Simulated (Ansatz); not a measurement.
# CH2BrFOSi: one species, many methods

An exercise on one series of results from a longer session: the logs are not shown, and one member is left open.

Program: Ansatz 0.2.0, Gaussian basis. Level of theory: functionals in def2-TZVPP, the program's frozen cores in correlated methods. These are calculated values, not measurements.

Plan: LDA (SPW92), PBE-D4, revPBE-D4, BLYP-D4, r2SCAN-D4, B97M-V, PBE0-D4, B3LYP-D4, r2SCANh-D4, r2SCAN0-D4, HSE06-D4, BHLYP-D4, CAM-B3LYP-D4, LC-ωPBE, ωB97X-V, ωB97M-V, B2PLYP, PBE-QIDH; CCSD(T)/def2-SVP; CCSD(T)/def2-TZVPP; MP2/def2-QZVPP; extrapolation to the limit; RPA on PBE.

### The geometry

The geometry comes from an earlier relaxation with PBE0-D4 in a triple-zeta def2 set; it is a stationary point, not always the lowest conformer.

SMILES `FC1(Br)O[SiH2]1`, 7 atoms, charge 0, spin multiplicity 1.

Atoms are counted from 1 here; the program's logs count them from 0.

Bond lengths: F1–C2 1.342 Å, C2–Br3 1.934 Å, C2–O4 1.391 Å, C2–Si5 1.816 Å, O4–Si5 1.694 Å, Si5–H6 1.475 Å, Si5–H7 1.475 Å. Angles: F1–C2–Br3 108.6°, F1–C2–O4 112.7°, F1–C2–Si5 124.6°, Br3–C2–O4 114.1°, Br3–C2–Si5 124.0°, O4–C2–Si5 62.1°, C2–O4–Si5 71.4°, C2–Si5–O4 46.5°, C2–Si5–H6 121.5°, C2–Si5–H7 121.7°, O4–Si5–H6 115.3°, O4–Si5–H7 116.3°, H6–Si5–H7 115.4°.

Set-up of the first run:

The input, in.yaml:

```yaml
crystal:
  periodic: [false, false, false]
  atoms:
    - {symbol: F, position_ang: [-0.738406, -1.278664, 1.321256]}
    - {symbol: C, position_ang: [0.078120, -0.729801, 0.408619]}
    - {symbol: Br, position_ang: [1.772728, -1.661409, 0.455971]}
    - {symbol: O, position_ang: [-0.498140, -0.662165, -0.855562]}
    - {symbol: Si, position_ang: [-0.156474, 0.912192, -0.331752]}
    - {symbol: H, position_ang: [-1.335061, 1.740933, -0.013994]}
    - {symbol: H, position_ang: [0.938433, 1.610913, -1.030338]}
basis:
  gaussian: {orbitals: def2-TZVPP}
hamiltonian: {xc: lda}
output: {orbitals: {seedname: orbitals}}
```

Launch:

```console
$ ansatz run in.yaml --threads 4 --pin off --events-out ev --progress --plain --max-ram 10444MiB
```

Among the steps run: LDA; PBE-D4 (GGA); revPBE-D4 (GGA); BLYP-D4 (GGA); r2SCAN-D4 (meta-GGA); B97M-V (meta-GGA); B3LYP-D4 (hybrid); r2SCANh-D4 (hybrid); r2SCAN0-D4 (hybrid); HSE06-D4 (hybrid); BHLYP-D4 (hybrid); CAM-B3LYP-D4 (range-separated); LC-ωPBE (range-separated); ωB97X-V (range-separated); ωB97M-V (range-separated); B2PLYP (double hybrid); PBE-QIDH (double hybrid).

One table of the session follows, with a row left open; its other results are not shown here.

It belongs to the step «Orbital energies across the functionals». 

| functional | HOMO (eV) | LUMO (eV) | gap (eV) |
| --- | --- | --- | --- |
| LDA (SPW92) | -6.69 | -2.57 | 4.12 |
| PBE-D4 | -6.51 | -2.36 | 4.15 |
| revPBE-D4 | -6.44 | -2.27 | 4.17 |
| BLYP-D4 | -6.37 | -2.25 | 4.12 |
| r2SCAN-D4 | -6.76 | -2.15 | 4.61 |
| B97M-V | -6.83 | -2.22 | 4.61 |
| PBE0-D4 | -7.74 | -1.53 | 6.21 |
| B3LYP-D4 | -7.53 | -1.76 | 5.76 |
| r2SCANh-D4 | -7.22 | -1.85 | 5.37 |
| r2SCAN0-D4 | -7.91 | -1.40 | 6.51 |
| HSE06-D4 | ? | ? | ? |
| BHLYP-D4 | -8.88 | -0.68 | 8.19 |
| CAM-B3LYP-D4 | -9.07 | -0.53 | 8.55 |
| LC-ωPBE | -10.38 | 0.66 | 11.04 |
| ωB97X-V | -10.03 | 0.53 | 10.56 |
| ωB97M-V | -9.91 | 0.28 | 10.19 |

**Question.** Estimate the row for HSE06-D4.

As computed: HOMO (eV): -7.34; LUMO (eV): -1.91; gap (eV): 5.43. In the column «HOMO (eV)» it lies between B3LYP-D4 (-7.53) and r2SCANh-D4 (-7.22).
